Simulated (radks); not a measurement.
# Pd in [Kr] 4d9 5p1: an all-electron calculation

The task here is to estimate one member of a computed series from the others.

The numbers are computed with radks (a radial shooting solver on a logarithmic mesh, Libxc functionals) version 1 (Dirac Kohn-Sham, PBEsol, spin-unpolarised, spherical densities, point nucleus; open shells fill j = l - 1/2 first), except any that are marked as measured or tabulated.

**The atom as given**

- element: palladium (Z = 46)
- charge: 0
- electrons: 46
- configuration: [Kr] 4d9 5p1

Set-up of the first run:

Input:

```text
Z 46
configuration [Kr] 4d9 5p1 5s0 4f0
relativity Dirac
functional pbe_sol,pbe_sol
spin unpolarised
j_filling energy
nucleus point
c 137.035999084
```

One of the session's tables, all rows but one given; the rest of the session is left out.

It belongs to the step «Shells». Sizes of the orbitals, from the radial functions (bohr):

| level | <r> | outermost maximum (interpolated) | 90 % within | nodes |
| --- | --- | --- | --- | --- |
| 1s1/2 | 0.03186 | 0.0207 | 0.0572 | 0 |
| 2s1/2 | 0.1380 | 0.117 | 0.214 | 1 |
| 2p1/2 | 0.1172 | 0.0905 | 0.192 | 0 |
| 2p3/2 | ? | ? | ? | ? |
| 3s1/2 | 0.3793 | 0.342 | 0.559 | 2 |
| 3p1/2 | 0.3714 | 0.329 | 0.560 | 1 |
| 3p3/2 | 0.3822 | 0.338 | 0.576 | 1 |
| 3d3/2 | 0.3557 | 0.281 | 0.564 | 0 |
| 3d5/2 | 0.3592 | 0.283 | 0.569 | 0 |
| 4s1/2 | 0.9450 | 0.851 | 1.37 | 3 |
| 4p1/2 | 1.019 | 0.892 | 1.51 | 2 |
| 4p3/2 | 1.050 | 0.917 | 1.56 | 2 |
| 4d3/2 | 1.466 | 1.08 | 2.38 | 1 |
| 4d5/2 | 1.491 | 1.09 | 2.43 | 1 |
| 5s1/2 | 3.115 | 2.51 | 4.75 | 4 |
| 5p1/2 | 4.662 | 3.50 | 7.40 | 3 |
| 5p3/2 | 4.870 | 3.68 | 7.72 | 3 |

**Question.** Estimate the row for 2p3/2.

As computed: <r>: 0.1221; outermost maximum (interpolated): 0.0947; 90 % within: 0.199; nodes: 0. In the column «<r>» it lies between 2p1/2 (0.1172) and 2s1/2 (0.1380).
